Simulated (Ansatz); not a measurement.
# C2H7BOSi: the cost of one run

Computed with Ansatz 0.2.0, driven from Python. The levels of theory stand in the script.

## Step 1: Starting point

Bond lengths: O1–C2 1.210 Å, C2–B3 1.546 Å, B3–C4 1.624 Å, C4–Si5 1.871 Å, C2–H6 1.088 Å, B3–H7 1.224 Å, C4–H8 1.137 Å, C4–H9 1.049 Å, Si5–H10 1.473 Å, Si5–H11 1.489 Å, Si5–H12 1.443 Å. Angles (14 of 18 angles, heavy atoms first): O1–C2–B3 118.8°, C2–B3–C4 125.6°, B3–C4–Si5 110.3°, O1–C2–H6 121.8°, B3–C2–H6 119.4°, C2–B3–H7 120.0°, C4–B3–H7 114.4°, B3–C4–H8 105.4°, B3–C4–H9 109.4°, Si5–C4–H8 108.2°, Si5–C4–H9 113.3°, C4–Si5–H10 111.7°, C4–Si5–H11 107.1°, C4–Si5–H12 108.8°.

The script holds or builds the structure itself.

## Step 2: The script

Contents of c2h7bosi.py:

```python
"""Size of D3 and D4 in C2H7BOSi."""

import ansatz

config = {
    "basis_set": "def2-SVP",
}

GEOMETRY = """
O    -2.22240   -0.24740    0.48390
C    -1.58960    0.51040    1.18310
B    -0.19480    0.97560    0.70550
C     0.50380    0.57310   -0.70410
Si    0.90780   -1.25340   -0.72860
H    -1.96650    0.85360    2.14480
H     0.47040    1.72980    1.40240
H    -0.28390    0.77390   -1.49940
H     1.34030    1.18480   -0.86450
H    -0.28010   -2.07650   -0.44520
H     1.89400   -1.49770    0.36010
H     1.49800   -1.58140   -2.00390
"""


def main() -> None:
    c2h7bosi = ansatz.Crystal.molecule()
    for line in GEOMETRY.strip().splitlines():
        symbol, *xyz = line.split()
        c2h7bosi = c2h7bosi.atom(symbol, [float(v) for v in xyz])

    calc = c2h7bosi.calculation().basis(gaussian=config["basis_set"])
    for name in ["revpbe", "pbe0"]:
        for correction in ("d3bj", "d4"):
            rep = calc.functional(name, dispersion=correction).run(threads=1, backend="cpu").report
            print(f"{name:8s} {correction:5s} total {rep['free_energy_ev']:.5f} eV, of which dispersion {1000 * rep['dispersion']['energy']['ev']:.2f} meV")


if __name__ == "__main__":
    main()
```

## Step 3: Launch

Run with:

```sh
$ python c2h7bosi.py
```

Q: Estimate wall time and peak memory on 1 thread of Arm Neoverse V2, shared host.

About 13 s, with a peak of 0.25 GiB.
